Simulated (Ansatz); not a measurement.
# CHGeSi (quartet): the correlation ladder, cc-pVDZ

The task here is to estimate one member of a computed series from the others.

Method: cc-pVDZ, core rule «outside noble gas», up to 20 orbitals frozen; program: Ansatz 0.2.0, Gaussian basis.

Plan: UHF; CCSD(T) on UHF; BCCD(T) on ROHF; CISD; CCSDT(Q) on ROHF; CCSDT(Q) on UHF.

34 further runs of the same task are left out: 21 that didn't finish, 13 set aside as unsound or not needed.

## The geometry

The geometry is a PBE0/def2-TZVP stationary point (not a proven minimum) of the parent state, kept for this charge and spin. No spin-orbit coupling is included. The filled d shell of Ge may be among the frozen orbitals whatever the setting's name suggests; the logs give the count.

4 atoms, charge 0, spin multiplicity 4.

Atoms are counted from 1 here; the program's logs count them from 0.

Bond lengths: C1–Ge2 1.786 Å, C1–Si3 1.694 Å, Ge2–H4 1.574 Å. Angles: Ge2–C1–Si3 163.7°, C1–Ge2–H4 113.2°.

The first run:

The input, in.yaml:

```yaml
crystal:
  periodic: [false, false, false]
  atoms:
    - {symbol: C, position_ang: [-0.000030, 0.142670, -0.671212]}
    - {symbol: Ge, position_ang: [-0.000001, 0.412807, 1.094214]}
    - {symbol: Si, position_ang: [0.000004, 0.367660, -2.349928]}
    - {symbol: H, position_ang: [0.000028, -0.923136, 1.926926]}
basis:
  gaussian: {orbitals: cc-pVDZ}
magnetization: {spin_polarized: true, initial_magnetization: 3}
hamiltonian: {xc: hf}
output: {orbitals: {seedname: orbitals}}
```

Command:

```console
$ ansatz run in.yaml --threads 1 --pin off --events-out ev --progress --plain --max-ram 2393MiB
```

Among the steps run: UHF; CCSD(T) on UHF; BCCD(T) on ROHF; CISD; CCSDT(Q) on ROHF; CCSDT(Q) on UHF.

One table of the session follows, with a row left open; its other results are not shown here.

It belongs to the step «Misses and costs». 

```
   method  from UCCSDT(Q) (kcal/mol)
      UHF                    +184.19
     UMP2                     +41.46
    UCCSD                     +11.68
 UCCSD(T)                          ?
  BCCD(T)                      +3.08
   UCCSDT                      +1.14
UCCSDT(Q)                          0
```

Estimate the missing values for UCCSD(T).

**Answer.** from UCCSDT(Q) (kcal/mol): +3.22. In the column «from UCCSDT(Q) (kcal/mol)» it lies between BCCD(T) (+3.08) and UCCSD (+11.68).

Not comparable, so not listed: CISD; CCSDT(Q) on ROHF (they don't share determinant, frozen orbitals or solution with the rows shown, or repeat one).
